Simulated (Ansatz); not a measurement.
# FH3NO2V: how energies converge with the basis set

The task here is to estimate one member of a computed series from the others.

Program: Ansatz 0.2.0, Gaussian basis. Level of theory: one geometry, several basis sets. These are calculated values, not measurements.

The runs, in order: PBE0-D4/def2-SVP; ωB97M-V/def2-SVP; PBE0-D4/def2-QZVPP; ωB97M-V/def2-QZVPP; the functionals' def2-TZVPP values are taken from earlier runs.

## The relaxed structure

The geometry comes from an earlier relaxation with PBE0-D4 in a triple-zeta def2 set; it is a stationary point, not always the lowest conformer.

SMILES `[NH]=[V]([OH])([OH])[F]`, 8 atoms, charge 0, spin multiplicity 1.

Atoms are counted from 1 here; the program's logs count them from 0.

Bond lengths: N1–V2 1.603 Å, N1–H6 1.011 Å, V2–O3 1.760 Å, V2–O4 1.760 Å, V2–F5 1.741 Å, O3–H7 0.960 Å, O4–H8 0.960 Å. Angles: V2–N1–H6 171.6°, N1–V2–O3 108.8°, N1–V2–O4 108.8°, N1–V2–F5 109.2°, O3–V2–O4 109.7°, O3–V2–F5 110.1°, O4–V2–F5 110.1°, V2–O3–H7 122.7°, V2–O4–H8 122.7°.

As a file:

```xyz
8
charge 0, multiplicity 1
N    -0.7853    0.9407    0.4741
V     0.1771   -0.0112   -0.3849
O     1.7104   -0.1822    0.4624
O    -0.5870   -1.5878   -0.5538
F     0.4356    0.7001   -1.9531
H    -1.3933    1.6286    0.8972
H     1.9082    0.2881    1.2753
H    -1.4657   -1.7762   -0.2172
```

Set-up of the first run:

in.yaml reads:

```yaml
crystal:
  periodic: [false, false, false]
  atoms:
    - {symbol: N, position_ang: [-0.785305, 0.940651, 0.474145]}
    - {symbol: V, position_ang: [0.177094, -0.011184, -0.384866]}
    - {symbol: O, position_ang: [1.710382, -0.182156, 0.462395]}
    - {symbol: O, position_ang: [-0.586955, -1.587811, -0.553834]}
    - {symbol: F, position_ang: [0.435601, 0.700069, -1.953075]}
    - {symbol: H, position_ang: [-1.393339, 1.628585, 0.897160]}
    - {symbol: H, position_ang: [1.908248, 0.288069, 1.275287]}
    - {symbol: H, position_ang: [-1.465726, -1.776232, -0.217212]}
basis:
  gaussian: {orbitals: def2-SVP}
hamiltonian: {xc: pbe0, dispersion: d4}
output: {orbitals: {seedname: orbitals}}
```

Started as:

```
> ansatz run in.yaml --threads 2 --pin off --events-out ev --progress --plain --max-ram 32768MiB --backend cpu
```

Steps of the session up to this table: PBE0-D4 in def2-SVP; ωB97M-V in def2-SVP; PBE0-D4 in def2-QZVPP; ωB97M-V in def2-QZVPP.

One table of the session follows, with a row left open; its other results are not shown here.

It belongs to the step «Density functionals: the series». 

| functional | basis | HOMO (eV) | LUMO (eV) |
| --- | --- | --- | --- |
| PBE0-D4 | def2-SVP | ? | ? |
| PBE0-D4 | def2-TZVPP | -8.82 | -2.21 |
| PBE0-D4 | def2-QZVPP | -8.84 | -2.25 |
| ωB97M-V | def2-SVP | -11.01 | 0.29 |
| ωB97M-V | def2-TZVPP | -11.23 | 0.04 |
| ωB97M-V | def2-QZVPP | -11.25 | -0.04 |

Estimate the missing values for PBE0-D4, def2-SVP.

**Answer.** HOMO (eV): -8.63; LUMO (eV): -2.03. In the column «HOMO (eV)» it is the highest.
